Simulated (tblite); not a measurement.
# C3H11NO2Si3: the cost of one run

Computed with tblite 0.8.0 and PySCF 2.14.0, with density-fitted response routines of our own, on a single molecule in the gas phase. Atoms count from 0, in the outputs and in this text.

**1. Starting geometry**

20 atoms, charge 0, multiplicity 1; geometry from: force field or distance geometry start.

Bonds of the start (Å): C0–C1 1.52, C1–C2 1.52, C2–O3 1.23, C1–O4 1.47, O4–Si5 1.68, Si5–N6 1.70, N6–Si7 1.68, N6–Si8 1.70, Si8–C1 1.92, C0–H9 1.09, C0–H10 1.10, C0–H11 1.11, C2–H12 1.12, Si5–H13 1.48, Si5–H14 1.49, Si7–H15 1.48, Si7–H16 1.48, Si7–H17 1.47, Si8–H18 1.49, Si8–H19 1.48.

**2. Relaxing the molecule with GFN2-xTB**

What the job is given:

```
{"job": {"kind": "relax", "xc": "GFN2-xTB", "basis": "xTB"}, "charge": 0, "multiplicity": 1}
C     -2.266800     1.111400    -0.000500
C     -1.309700    -0.067400     0.068200
C     -2.097800    -1.343500    -0.184200
O     -2.150100    -1.928900    -1.268200
O     -0.826800    -0.147100     1.449300
Si     0.849200    -0.146200     1.517100
N      1.388900     0.613500     0.091400
Si     2.950700     0.127400    -0.301100
Si     0.237400     0.111900    -1.061400
H     -1.787900     2.053500     0.280800
H     -2.702100     1.226500    -1.005600
H     -3.111600     0.979100     0.704100
H     -2.737200    -1.679900     0.667400
H      1.296100    -1.557800     1.594000
H      1.298500     0.639800     2.694600
H      3.033600    -1.348400    -0.441900
H      3.348700     0.781400    -1.567700
H      3.874700     0.558400     0.758600
H      0.067000     1.198800    -2.059100
H      0.640100    -1.171700    -1.674500
```

On the command line:

```bash
$ OMP_NUM_THREADS=1 python probes_run.py task.json out
```

The driver reads the jobs from task.json and runs them one after another.

Q: Estimate the wall time of this first job on 1 thread of Arm Neoverse N1, shared host.

About 2 s.
